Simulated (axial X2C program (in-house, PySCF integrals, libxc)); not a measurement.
# SrF⁺: bond curves with and without spin–orbit coupling

Aim: find the lowest determinant of SrF⁺, scan the bond at several levels and fit the constants, once spin-free and once with spin–orbit coupling.

Computed with an in-house X2C program for linear molecules on PySCF integrals. Level: all-electron X2C, Sr dyall-cv3z, F dyall-av3z.

All values are calculated.

### 1 The job

task.json

```json
{
 "zs": [
  38,
  9
 ],
 "q": 1,
 "bas": [
  "dyall-cv3z",
  "dyall-av3z"
 ],
 "levels": [
  "PBE0",
  "HF",
  "BP86"
 ],
 "cc": true,
 "r0": 2.49,
 "thr": -1.0,
 "nmax": 90,
 "npts": 10,
 "nst": 2,
 "ntry": 6
}
```

Keys: zs atomic numbers; q charge; bas basis sets; levels methods (HF also brings MP2); cc coupled cluster on or off; r0 starting distance in Å; thr threshold in hartree for freezing inner shells (an s shell follows its p shell); nmax most natural virtual spinors; npts points asked for on the curve; nst determinants followed; ntry starts of the search.

The run is started by

```console
$ python so2c.py task.json out
```

Spin-free means the one-electron spin-free X2C Hamiltonian; two-component (2c) means X2C with spin–orbit coupling and atomic mean-field two-electron Coulomb and Gaunt terms. Basis: Sr dyall-cv3z contracted to [13s12p8d5f1g], F dyall-av3z contracted to [7s6p3d2f]; Gaussian nuclei, density fitting. Masses: Sr 87.906 u, F 18.998 u.

Notation: σ, π±, δ± give the projection m of an orbital's angular momentum (0, ±1, ±2), α and β its spin, Λ and M_S the sums; ω is the projection of a spinor's total angular momentum and Ω the sum. Logs are in hartree.

The results follow Hamiltonian by Hamiltonian and level by level.

### 2 State search with PBE0

PBE0 moves the distance from 2.490 Å to 1.992 Å and compares determinants there.

Spin-free determinants:

```csv
ΔE (eV),state,open shells
0.00,"M_S = 0, Λ = 0",closed shell
7.00,"M_S = 1, Λ = 0",beyond closed shells: 2 × σα
7.31,"M_S = 1, Λ = 1","beyond closed shells: σα, π+α, π+β, π-α"
7.33,"M_S = 0, Λ = 1","beyond closed shells: σβ, π+α, π+β, π-α"
9.05,"M_S = 1, Λ = 3","beyond closed shells: π+α, π+β, π-α, δ+α"
```

Two-component determinants:

```json
{"ΔE (eV)": "0.00", "state": "Ω = 0", "open shells": "closed shell"}
{"ΔE (eV)": "7.00", "state": "Ω = 1", "open shells": "excess of +ω over −ω: 2 × ω = 1/2"}
{"ΔE (eV)": "7.29", "state": "Ω = 2", "open shells": "excess of +ω over −ω: ω = 1/2, ω = 3/2"}
{"ΔE (eV)": "7.31", "state": "Ω = 1", "open shells": "excess of +ω over −ω: ω = -1/2, ω = 3/2"}
{"ΔE (eV)": "9.01", "state": "Ω = 3", "open shells": "excess of +ω over −ω: 2 × ω = 3/2"}
{"ΔE (eV)": "9.04", "state": "Ω = 4", "open shells": "excess of +ω over −ω: ω = 3/2, ω = 5/2"}
{"ΔE (eV)": "9.05", "state": "Ω = 2", "open shells": "excess of +ω over −ω: ω = 1/2, ω = 3/2"}
```

### 3 PBE0, spin-free

State followed: M_S = 0, Λ = 0 (closed shell). The scan is laid around 1.992 Å, a first estimate of the minimum, and this SCF restarts from the orbitals of the search.

Output at 1.992 Å:

```text
spin-free X2C-1e  PBE0
basis functions 187  fitting functions 957  grid points 5076
iter        total energy     max residual
   1      -3278.751612018     1.76e-05
   2      -3278.751612006     3.35e-05
   3      -3278.751612022     2.35e-07
   4      -3278.751612022     2.09e-08
converged
one-electron -4710.87856260  Coulomb 1457.26920085  exact exchange -28.51074078  xc functional -87.48422341  nuclear repulsion 90.85271392
```

Along the bond, energies from the lowest point:

```csv
R (Å),E (eV),μ (D),HOMO (eV),LUMO (eV),iterations
1.733,0.9510,-5.19,-15.43,-6.36,9
1.813,0.3945,-5.87,-15.21,-6.48,9
1.873,0.1545,-6.36,-15.02,-6.57,9
1.932,0.0317,-6.81,-14.80,-6.66,9
1.992,0.0000,-7.26,-14.58,-6.75,4
2.062,0.0512,-7.75,-14.17,-6.84,10
2.131,0.1730,-8.22,-13.80,-6.94,9
2.221,0.4017,-8.81,-13.35,-7.06,10
2.331,0.7499,-9.49,-12.87,-7.21,10
2.490,1.3216,-10.43,-12.27,-7.41,11
```

Dipoles are positive if F is the positive end and refer to the centre of mass.

Outer orbitals at the reference distance:

```
symmetry  occupied  ε (eV)            atomic character
      σα       yes  -35.34  75% F s, 15% Sr p, 4% Sr d
     π-α       yes  -30.23                    99% Sr p
     π+α       yes  -30.23                    99% Sr p
      σα       yes  -29.30   79% Sr p, 12% F s, 4% F p
     π+α       yes  -14.58   91% F p, 6% Sr d, 2% Sr f
     π-α       yes  -14.58   91% F p, 6% Sr d, 2% Sr f
      σα       yes  -14.58   85% F p, 8% Sr d, 3% Sr p
      σα        no   -6.75  77% Sr s, 9% Sr p, 5% Sr d
     δ-α        no   -5.05                    99% Sr d
     δ+α        no   -5.05                    99% Sr d
     π-α        no   -4.74          54% Sr d, 43% Sr p
```

PBE0 fields in the half plane through the axis: z from -2.4 to 4.2 Å across, distance from the axis 0.15 to 2.25 Å upwards; Sr lies at z = 0 and F at z = 1.992 Å; the ELF is damped to zero where the density is low.

log10 density (e/bohr³). Ten even steps from ' ' (-5.83 ) to '@' (1.53 ):
```
      ......::::::::::::::::::::::::::....    
  ....::::::------------------------::::....  
....::::----==========--========------::::....
..::::----====++++++================----::::..
::::--====++++******++++++++++++++++==----::..
::----==++++****##****++++********++++==--::::
::--====++**##########****########**++==----::
::--==++++**##%%@@%%##****##%%%%##**++====--::
```

ELF. Ten even steps from ' ' (0.00 ) to '@' (0.86 ):
```
                                              
                                              
              ....        ........            
          ..--==++--..    ::----::..          
        ::==##%%@@%%==  ..++****++--::        
      ::++##@@@@@@@@%%..::##%%%%%%**--..      
    ..==##@@@@--::--%%----@@@@@@@@%%++::      
    ..++%%@@****--****====@@--..@@@@**--..    
```

Re = 1.986 Å, ωe = 593 cm⁻¹, ωexe = 2.14 cm⁻¹, Be = 0.2735 cm⁻¹, De = 5.78 eV, μ = -7.21 D.

### 4 HF, spin-free

Output at 1.992 Å:

```text
spin-free X2C-1e  HF
basis functions 187  fitting functions 957  grid points 5076
iter        total energy     max residual
   1      -3276.799610955     2.15e-01
   2      -3276.823301628     5.42e-03
   3      -3276.823798429     3.98e-03
   4      -3276.824034086     7.28e-04
   5      -3276.824046011     8.99e-05
   6      -3276.824046335     2.87e-05
   7      -3276.824046357     6.77e-06
   8      -3276.824046358     1.61e-06
converged
one-electron -4710.62204399  Coulomb 1457.10783455  exact exchange -114.16255084  xc functional 0.00000000  nuclear repulsion 90.85271392
```

Re = 2.018 Å, ωe = 580 cm⁻¹, ωexe = 2 cm⁻¹, Be = 0.2651 cm⁻¹, De = 3.82 eV, μ = -8.24 D.

### 5 BP86, spin-free

Output at 1.992 Å:

```text
spin-free X2C-1e  BP86
basis functions 187  fitting functions 957  grid points 5076
iter        total energy     max residual
   1      -3279.542522360     9.60e-02
   2      -3279.544093905     1.40e-02
   3      -3279.532399843     3.19e-02
   4      -3279.546407555     3.13e-03
   5      -3279.546536777     1.74e-04
   6      -3279.546537383     7.87e-05
   7      -3279.546537424     1.13e-05
   8      -3279.546537427     1.89e-06
   9      -3279.546537427     4.09e-07
converged
one-electron -4710.91138385  Coulomb 1457.28005390  exact exchange 0.00000000  xc functional -116.76792140  nuclear repulsion 90.85271392
```

Re = 1.997 Å, ωe = 581 cm⁻¹, ωexe = 2.16 cm⁻¹, Be = 0.2705 cm⁻¹, De = 6.10 eV, μ = -6.93 D.

### 6 Correlated methods, spin-free

Correlated methods: 8 electrons correlated (frozen shells, counted by type: Sr 4 s, 3 p, 1 d; F 1 s), 262 virtual spinors in MP2, 86 natural virtuals in coupled cluster.

Output of the correlated part at 1.992 Å:

```text
correlated 8  virtual 262  natural virtual 86  E(MP2) -0.295139926  MP2 remainder -0.001289236
iter   CCSD correlation   residual
   1     -0.281234420   9.98e-02
   2     -0.287173045   4.42e-02
   3     -0.288712768   9.38e-03
   4     -0.288681725   2.69e-03
   5     -0.288674728   6.03e-04
   6     -0.288674083   1.51e-04
   7     -0.288673704   4.41e-05
   8     -0.288674141   9.61e-06
   9     -0.288674027   1.83e-06
  10     -0.288674032   4.94e-07
(T) -0.009472863  T1 0.0203  D1 0.0258  max T2 0.032
```

T1 in the output is the amplitude norm over the root of the electron number; divide by √2 for the Lee–Taylor value.

MP2: Re = 2.042 Å, ωe = 555 cm⁻¹, Be = 0.2589 cm⁻¹, De = 6.12 eV.

CCSD: Re = 2.038 Å, ωe = 561 cm⁻¹, ωexe = 1.95 cm⁻¹, Be = 0.2599 cm⁻¹, De = 5.65 eV. T1 at Re = 0.015 (Lee–Taylor, the printed value over √2).

CCSD(T): Re = 2.041 Å, ωe = 557 cm⁻¹, ωexe = 1.95 cm⁻¹, Be = 0.2589 cm⁻¹, De = 5.80 eV. T1 at Re = 0.015 (Lee–Taylor, the printed value over √2).

### 7 The spin-free curves together

Energy (eV) of the followed determinant, spin-free, from each level's lowest point:

```csv
R (Å),PBE0,HF,MP2,CCSD,CCSD(T),BP86
1.733,0.951,1.180,1.326,n/a,n/a,1.014
1.813,0.394,0.539,0.644,0.629,0.647,0.436
1.873,0.155,0.244,0.320,0.308,0.321,0.182
1.932,0.032,0.073,0.120,0.112,0.121,0.045
1.992,0.000,0.000,0.020,0.015,0.020,0.000
2.062,0.051,0.011,0.000,0.000,0.000,0.036
2.131,0.173,0.101,0.060,0.065,0.060,0.143
2.221,0.402,0.297,0.220,0.233,0.222,0.354
2.331,0.750,0.619,0.501,n/a,n/a,0.681
2.490,1.322,1.170,0.999,n/a,n/a,1.222
```

### 8 PBE0, 2c

State followed: Ω = 0 (closed shell). The scan is laid around 1.992 Å, a first estimate of the minimum, and this SCF restarts from the orbitals of the search.

The SCF at the reference distance of 1.992 Å:

```text
two-component X2C + atomic mean field  PBE0
basis functions 187  fitting functions 957  grid points 5076
iter        total energy     max residual
   1      -3277.567209777     7.76e-05
   2      -3277.567209539     1.51e-04
   3      -3277.567209870     3.66e-06
   4      -3277.567209870     1.00e-07
converged
one-electron -4707.73798817  Coulomb 1456.59727377  exact exchange -28.49721317  xc functional -87.44357091  nuclear repulsion 90.85271392  atomic mean-field constant -1.33842531
```

Along the bond, energies from the lowest point:

```csv
R (Å),E (eV),μ (D),HOMO (eV),LUMO (eV),iterations
1.733,0.9503,-5.18,-15.43,-6.37,9
1.813,0.3941,-5.87,-15.22,-6.48,9
1.873,0.1543,-6.35,-15.02,-6.57,9
1.932,0.0316,-6.81,-14.81,-6.66,9
1.992,0.0000,-7.25,-14.57,-6.75,4
2.062,0.0513,-7.74,-14.16,-6.84,10
2.131,0.1731,-8.22,-13.78,-6.94,9
2.221,0.4019,-8.80,-13.34,-7.06,10
2.331,0.7502,-9.48,-12.86,-7.21,10
2.490,1.3221,-10.42,-12.25,-7.41,11
```

Dipoles are positive if F is the positive end and refer to the centre of mass.

Outer spinors at the reference distance:

```tsv
ω	occupied	ε (eV)	atomic character	λ mixture
1/2	yes	-35.35	75% F s, 15% Sr p, 4% Sr d	100% σ
1/2	yes	-30.77	96% Sr p	89% π, 11% σ
3/2	yes	-29.83	99% Sr p	100% π
1/2	yes	-29.11	82% Sr p, 10% F s, 4% F p	89% σ, 11% π
1/2	yes	-14.61	90% F p, 6% Sr d, 2% Sr f	83% π, 17% σ
1/2	yes	-14.57	86% F p, 8% Sr d, 3% Sr p	83% σ, 17% π
3/2	yes	-14.57	91% F p, 6% Sr d, 2% Sr f	100% π
1/2	no	-6.75	77% Sr s, 9% Sr p, 5% Sr d	100% σ
3/2	no	-5.07	99% Sr d	100% δ
5/2	no	-5.03	99% Sr d	100% δ
1/2	no	-4.77	54% Sr d, 43% Sr p	98% π, 2% σ
```

PBE0 fields in the half plane through the axis: z from -2.4 to 4.2 Å across, distance from the axis 0.15 to 2.25 Å upwards; Sr lies at z = 0 and F at z = 1.992 Å; the ELF is damped to zero where the density is low.

log10 density (e/bohr³). Ten even steps from '0' (-5.83 ) to '9' (1.53 ):
```
00011122222222222221100
01122233333333333322110
11223344444344443332211
12233445554444444433221
22344556665555555543321
23345566766556666554322
23445677777667777654332
23455678987667887654432
```

ELF. Ten even steps from '0' (0.00 ) to '9' (0.86 ):
```
00000000000000000000000
00000000000000000000000
00000001100001111000000
00000134531002332100000
00002478984015665320000
00025799998127888631000
00147993238339999852000
00158966366449319963100
```

Re = 1.986 Å, ωe = 593 cm⁻¹, ωexe = 2.14 cm⁻¹, Be = 0.2735 cm⁻¹, De = 5.78 eV, μ = -7.21 D.

### 9 HF, 2c

The SCF at the reference distance of 1.992 Å:

```text
two-component X2C + atomic mean field  HF
basis functions 187  fitting functions 957  grid points 5076
iter        total energy     max residual
   1      -3275.615278465     2.15e-01
   2      -3275.638966900     5.46e-03
   3      -3275.639464853     4.00e-03
   4      -3275.639701312     7.32e-04
   5      -3275.639713269     8.99e-05
   6      -3275.639713596     2.87e-05
   7      -3275.639713618     6.80e-06
   8      -3275.639713619     1.60e-06
converged
one-electron -4707.48024289  Coulomb 1456.43463081  exact exchange -114.10839016  xc functional 0.00000000  nuclear repulsion 90.85271392  atomic mean-field constant -1.33842531
```

Re = 2.018 Å, ωe = 580 cm⁻¹, ωexe = 2 cm⁻¹, Be = 0.2651 cm⁻¹, De = 3.81 eV, μ = -8.23 D.

### 10 BP86, 2c

Output at 1.992 Å:

```text
two-component X2C + atomic mean field  BP86
basis functions 187  fitting functions 957  grid points 5076
iter        total energy     max residual
   1      -3278.357784027     9.64e-02
   2      -3278.359350071     1.40e-02
   3      -3278.347620640     3.20e-02
   4      -3278.361669338     3.14e-03
   5      -3278.361798947     1.77e-04
   6      -3278.361799559     7.87e-05
   7      -3278.361799600     1.14e-05
   8      -3278.361799603     1.90e-06
   9      -3278.361799603     4.13e-07
converged
one-electron -4707.77100780  Coulomb 1456.60833273  exact exchange 0.00000000  xc functional -116.71341316  nuclear repulsion 90.85271392  atomic mean-field constant -1.33842531
```

Re = 1.997 Å, ωe = 581 cm⁻¹, ωexe = 2.16 cm⁻¹, Be = 0.2705 cm⁻¹, De = 6.10 eV, μ = -6.92 D.

### 11 MP2 and beyond, 2c

Correlated methods: 8 electrons correlated (frozen shells, counted by type: Sr 4 s, 3 p, 1 d; F 1 s), 262 virtual spinors in MP2, 86 natural virtuals in coupled cluster.

Output of the correlated part at 1.992 Å:

```text
correlated 8  virtual 262  natural virtual 86  E(MP2) -0.295130682  MP2 remainder -0.001287504
iter   CCSD correlation   residual
   1     -0.281232721   9.98e-02
   2     -0.287171677   4.42e-02
   3     -0.288711579   9.38e-03
   4     -0.288680384   2.68e-03
   5     -0.288673427   6.03e-04
   6     -0.288672770   1.51e-04
   7     -0.288672396   4.40e-05
   8     -0.288672832   9.61e-06
   9     -0.288672718   1.83e-06
  10     -0.288672723   4.95e-07
(T) -0.009474920  T1 0.0203  D1 0.0258  max T2 0.032
```

MP2: Re = 2.042 Å, ωe = 555 cm⁻¹, Be = 0.2589 cm⁻¹, De = 6.11 eV.

CCSD: Re = 2.038 Å, ωe = 561 cm⁻¹, ωexe = 1.95 cm⁻¹, Be = 0.2599 cm⁻¹, De = 5.64 eV. T1 at Re = 0.015 (Lee–Taylor, the printed value over √2).

CCSD(T): Re = 2.041 Å, ωe = 557 cm⁻¹, ωexe = 1.95 cm⁻¹, Be = 0.2589 cm⁻¹, De = 5.78 eV. T1 at Re = 0.015 (Lee–Taylor, the printed value over √2).

### 12 The 2c curves together

Energy (eV) of the followed determinant, 2c, from each level's lowest point:

```csv
R (Å),PBE0,HF,MP2,CCSD,CCSD(T),BP86
1.733,0.950,1.179,1.326,n/a,n/a,1.013
1.813,0.394,0.539,0.644,0.629,0.647,0.436
1.873,0.154,0.244,0.319,0.307,0.321,0.181
1.932,0.032,0.073,0.120,0.112,0.121,0.045
1.992,0.000,0.000,0.020,0.015,0.020,0.000
2.062,0.051,0.011,0.000,0.000,0.000,0.036
2.131,0.173,0.100,0.060,0.065,0.060,0.144
2.221,0.402,0.297,0.220,0.233,0.222,0.354
2.331,0.750,0.619,0.501,n/a,n/a,0.681
2.490,1.322,1.170,0.999,n/a,n/a,1.222
```

Time for the job: 72 s (1 thread of Arm Neoverse V1, shared host).

### 13 Results

Lowest determinant that the search found at its distance, spin-free: M_S = 0, Λ = 0 (closed shell).

Lowest determinant that the search found at its distance, 2c: Ω = 0 (closed shell).

| Hamiltonian | level | Re (Å) | ωe (cm⁻¹) | De (eV) | μ (D) |
| --- | --- | --- | --- | --- | --- |
| spin-free | PBE0 | 1.986 | 593 | 5.78 | -7.21 |
| spin-free | HF | 2.018 | 580 | 3.82 | -8.24 |
| spin-free | MP2 | 2.042 | 555 | 6.12 | n/a |
| spin-free | CCSD | 2.038 | 561 | 5.65 | n/a |
| spin-free | CCSD(T) | 2.041 | 557 | 5.80 | n/a |
| spin-free | BP86 | 1.997 | 581 | 6.10 | -6.93 |
| 2c | PBE0 | 1.986 | 593 | 5.78 | -7.21 |
| 2c | HF | 2.018 | 580 | 3.81 | -8.23 |
| 2c | MP2 | 2.042 | 555 | 6.11 | n/a |
| 2c | CCSD | 2.038 | 561 | 5.64 | n/a |
| 2c | CCSD(T) | 2.041 | 557 | 5.78 | n/a |
| 2c | BP86 | 1.997 | 581 | 6.10 | -6.92 |

Dipoles are positive if F is the positive end and refer to the centre of mass.

Time per point (s) on 1 thread of Arm Neoverse V1, shared host (2c runs; CCSD comes with the CCSD(T) run); the times are rough: PBE0 0.32, HF 0.2, MP2 0.33, CCSD(T) 1.8, BP86 0.24.

**Reading.** At CCSD(T), going from spin-free to two-component changes Re by 0 mÅ, ωe by 0.0 %, which is small (part of it comes from the scalar share of the two-electron terms). De moves by -0.02 eV; both De rest on single-determinant atoms, which can miss part of an open shell's spin–orbit lowering.

De refers to Sr+ + F, each in the lowest determinant found, which need not be this curve's own limit. The state is a single determinant with fixed occupations, the lowest that a limited PBE0 search found. The closed shell is kept restricted; where the fragments are open shells, the energy then runs too high at long range. Dissociation energies refer to the lowest single-determinant-based atoms at the same level and basis. Coupled cluster ran in a truncated set of natural virtual spinors; the MP2 energy of the rest was added. With the outer-core shells frozen, correlated bond lengths of heavy atoms tend to come out a few hundredths of an ångström too long.
